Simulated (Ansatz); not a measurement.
# BAs (zincblende type): the cost of one run

Method: DFT r²SCAN, with the methods named in each step, in Ansatz 0.2.0.

1 further run of the same task is left out (it didn't finish).

**1. The structure to begin with**

The structure is cubic, space group F-43m (No. 216). The conventional cell has a = 4.812 Å, b = 4.812 Å, c = 4.812 Å, α = 90.00°, β = 90.00°, γ = 90.00°. B (site symmetry -43m) is surrounded by 4 As at 2.08 Å. Around As (site symmetry -43m) lie 4 B at 2.08 Å.

As a file:

```
CELL_PARAMETERS angstrom
0.00000 2.40620 2.40620
2.40620 0.00000 2.40620
2.40620 2.40620 0.00000
ATOMIC_POSITIONS crystal
B 0.00000 0.00000 0.00000
As 0.25000 0.25000 0.25000
```

Whether this phase is the stable one at these pressures isn't tested.

Atoms are numbered in the order of the input: B1, As2.

**2. Cell relaxed at zero pressure, PAW**

File input.yaml:

```yaml
crystal:
  lattice:
    - [0.0, 2.4061959241, 2.4061959241]
    - [2.4061959241, 0.0, 2.4061959241]
    - [2.4061959241, 2.4061959241, 0.0]
  atoms:
    - { symbol: B, position: [0.0, 0.0, 0.0] }
    - { symbol: As, position: [0.25, 0.25, 0.25] }
kpoints:
  mp_grid: { grid: [15, 15, 15] }
scf:
  occupations: { method: fermi_dirac, width: 0.1 }
hamiltonian:
  xc: r2scan
  pseudopotentials: { kind: paw }
output:
  forces: true
  stress: true
relax:
  f_tol: 0.005
  max_steps: 40
  cell: {}
```

Run with:

```sh
$ ansatz run input.yaml --threads 1 --pin off --max-ram 2048MiB --backend cpu --events-out ev --progress --plain --runs-dir out
```

Q: Estimate wall time and peak memory on 1 thread of Arm Neoverse V2, shared host.

About 27 s, with a peak of 0.42 GiB.
